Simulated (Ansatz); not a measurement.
## C3H9BO, SMILES [BH3-][O+]=C(C)C: a single point in a Gaussian basis, step by step

Computed with the Python package of Ansatz (0.2.0).

Typed at the interpreter:
```pycon
>>> from pathlib import Path
>>> import ansatz as az
>>> from ase import Atoms
>>> atoms = Atoms(["B", "O", "C", "C", "C", "H", "H", "H", "H", "H", "H", "H", "H", "H"], positions=[
...     (-1.6872, 0.3482, 1.0242),
...     (-0.3761, -0.136, 0.9938),
...     (0.369, -0.1741, 0.0199),
...     (0.1085, 0.3496, -1.3486),
...     (1.7644, -0.775, 0.2471),
...     (-2.1856, 0.2887, 2.1073),
...     (-2.3951, -0.2128, 0.2539),
...     (-1.6956, 1.5677, 0.7191),
...     (-0.2025, 1.4382, -1.25),
...     (0.8708, 0.2095, -2.0417),
...     (-0.8545, -0.2165, -1.7124),
...     (2.399, -0.7517, -0.6407),
...     (2.2425, -0.1583, 1.0319),
...     (1.6295, -1.8066, 0.625),
... ])
>>> system = az.Crystal.molecule_from_ase(atoms)
>>> model = (
...     system.calculation()
...     .basis(gaussian="cc-pVDZ")
...     .functional("cam_b3lyp")
...     .orbitals()
... )
>>> out = model.run(threads=1, runs_dir="out")

>>> rep = out.report
>>> type(out).__name__, type(rep).__name__
('RunOutcome', 'dict')
>>> rep["reference_energy_ev"]
-5976.9041862512795
>>> for key in ("converged", "free_energy_ev", "reference_energy_ev", "n_frozen", "n_occupied", "n_virtual"):
...     print(f"{key:22s} {rep[key]}")
...
converged              True
free_energy_ev         -5976.9041862512795
reference_energy_ev    -5976.9041862512795
n_frozen               0
n_occupied             [20, 20]
n_virtual              [95, 95]
>>> lines = Path(rep["orbitals_path"]).read_text().splitlines()
>>> field_of = lambda key: [line.split("=")[1].strip() for line in lines if line.startswith(key)]
>>> orbitals = [(27.211386 * float(e), s, float(n)) for e, s, n in zip(field_of("Ene="), field_of("Spin="), field_of("Occup="))]
>>> homo = max(e for e, _, n in orbitals if n > 0.5)
>>> lumo = min(e for e, _, n in orbitals if n < 0.5)
>>> for e, spin, n in sorted(orbitals):
...     if homo - 10 < e < lumo + 5:
...         print(f"{spin:6s} {e:10.3f} eV  occupation {n:.0f}")
...
Alpha     -16.724 eV  occupation 2
Alpha     -15.993 eV  occupation 2
Alpha     -15.902 eV  occupation 2
Alpha     -14.441 eV  occupation 2
Alpha     -13.609 eV  occupation 2
Alpha     -13.290 eV  occupation 2
Alpha     -13.076 eV  occupation 2
Alpha     -12.814 eV  occupation 2
Alpha     -11.282 eV  occupation 2
Alpha      -8.587 eV  occupation 2
Alpha      -8.237 eV  occupation 2
Alpha      -0.806 eV  occupation 0
Alpha       2.061 eV  occupation 0
Alpha       3.241 eV  occupation 0
Alpha       3.404 eV  occupation 0
Alpha       4.071 eV  occupation 0
```

Caveats:
- Total energies depend on the basis set; only differences at equal settings carry meaning.
- The geometry is a force-field or estimated start, not a minimum of this method, and the basis set is short of its limit.
- Alpha marks a spatial orbital of a restricted run, filled by both spins.
- Levels such as HOMO and LUMO are orbital energies: with these approximate functionals they aren't the ionisation energy and electron affinity, and their gap isn't the fundamental gap.
- It ran for 4.1 s on 1 thread of Arm Neoverse V2 (shared host), peak memory 0.34 GiB.

(Lines on the test bed's own set-up are left out of the output.)
